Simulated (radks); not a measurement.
**Li in [He] 2s0.75 2p0.25: an all-electron calculation**

One table from this session's results is given with a row withheld; the runs are named, their logs left out.

Method: non-relativistic Kohn-Sham, BLYP, spin-polarised, spherical densities, point nucleus; open shells are filled with parallel spins first. Code: radks (a radial shooting solver on a logarithmic mesh, Libxc functionals) version 1.

## Starting point

```
element       : lithium (Z = 3)
charge        : 0
electrons     : 3
configuration : [He] 2s0.75 2p0.25
```

Set-up of the first run:

The run's settings:

```text
Z 3
configuration [He] 2s0.75 2p0.25 3s0 3p0
relativity non-relativistic
functional b88,lyp
spin polarised
nucleus point
```

On the command line:

```console
$ python run_ks.py task.json out
```

This one command runs every case of the session in turn.

One of the session's tables, all rows but one given; the rest of the session is left out.

It belongs to the step «Orbitals and density». From the orbitals of this run (lengths in bohr):

| level | <r> | outermost maximum (interpolated) | 90 % within |
| --- | --- | --- | --- |
| 1s up | 0.5812 | 0.360 | 1.06 |
| 1s down | ? | ? | ? |
| 2s up | 3.760 | 2.99 | 5.93 |
| 2p up | 4.769 | 3.58 | 7.91 |

Q: Estimate the row for 1s down from the others.

As computed: <r>: 0.5822; outermost maximum (interpolated): 0.360; 90 % within: 1.06. In the column «<r>» it lies between 1s up (0.5812) and 2s up (3.760).
